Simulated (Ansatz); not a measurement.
# NbZn3: the cost of one run

Method: DFT PBEsol, scalar-relativistic, in Ansatz 0.2.0.

### 1 Starting point

The structure is cubic, space group Pm-3m (No. 221). The conventional cell has a = 3.934 Å, b = 3.934 Å, c = 3.934 Å, α = 90.00°, β = 90.00°, γ = 90.00°. Nb (site symmetry m-3m) has 12 Zn at 2.78 Å in its first shell of neighbours. Around Zn (site symmetry 4/mmm) lie 4 Nb at 2.78 Å and 8 Zn at 2.78 Å.

Structure file:

```
CELL_PARAMETERS angstrom
3.93400 0.00000 0.00000
0.00000 3.93400 0.00000
0.00000 0.00000 3.93400
ATOMIC_POSITIONS crystal
Nb 0.00000 0.00000 0.00000
Zn 0.00000 0.50000 0.50000
Zn 0.50000 0.00000 0.50000
Zn 0.50000 0.50000 0.00000
```

The cell comes from a crystallographic database entry that wasn't checked; take it as a given geometry, which may be far from equilibrium.

Atoms are numbered in the order of the input: Nb1, Zn2, Zn3, Zn4.

### 2 Full-potential LAPW

The input, input.yaml:

```yaml
crystal:
  lattice:
    - [3.934, 0.0, 0.0]
    - [0.0, 3.934, 0.0]
    - [0.0, 0.0, 3.934]
  atoms:
    - { symbol: Nb, position: [0.0, 0.0, 0.0] }
    - { symbol: Zn, position: [0.0, 0.5, 0.5] }
    - { symbol: Zn, position: [0.5, 0.0, 0.5] }
    - { symbol: Zn, position: [0.5, 0.5, 0.0] }
kpoints:
  mp_grid: { grid: [10, 10, 10] }
  band_path:
    path:
      - [0.0, 0.0, 0.0]
      - [0.0, 0.5, 0.0]
      - [0.5, 0.5, 0.0]
      - [0.0, 0.0, 0.0]
      - [0.5, 0.5, 0.5]
      - [0.0, 0.5, 0.0]
      - [0.5, 0.5, 0.5]
      - [0.5, 0.5, 0.0]
    npoints: 14
scf:
  occupations: { method: fermi_dirac, width: 0.05 }
hamiltonian:
  xc: pbesol
  pseudopotentials: { kind: all_electron, lapw: { basis_error: 0.001 } }
output:
  forces: true
  stress: true
  eigenvalues: true
  fatbands: true
  populations: true
  dos: { projected: true, de: 0.2, e_range: [-14, 8] }
```

Started as:

```sh
> ansatz run input.yaml --threads 1 --pin off --max-ram 4096MiB --backend cpu --events-out ev --progress --plain --runs-dir out
```

Q: Estimate wall time and peak memory on 1 thread of Arm Neoverse V2, shared host.

About 1.7 min, with a peak of 0.59 GiB.
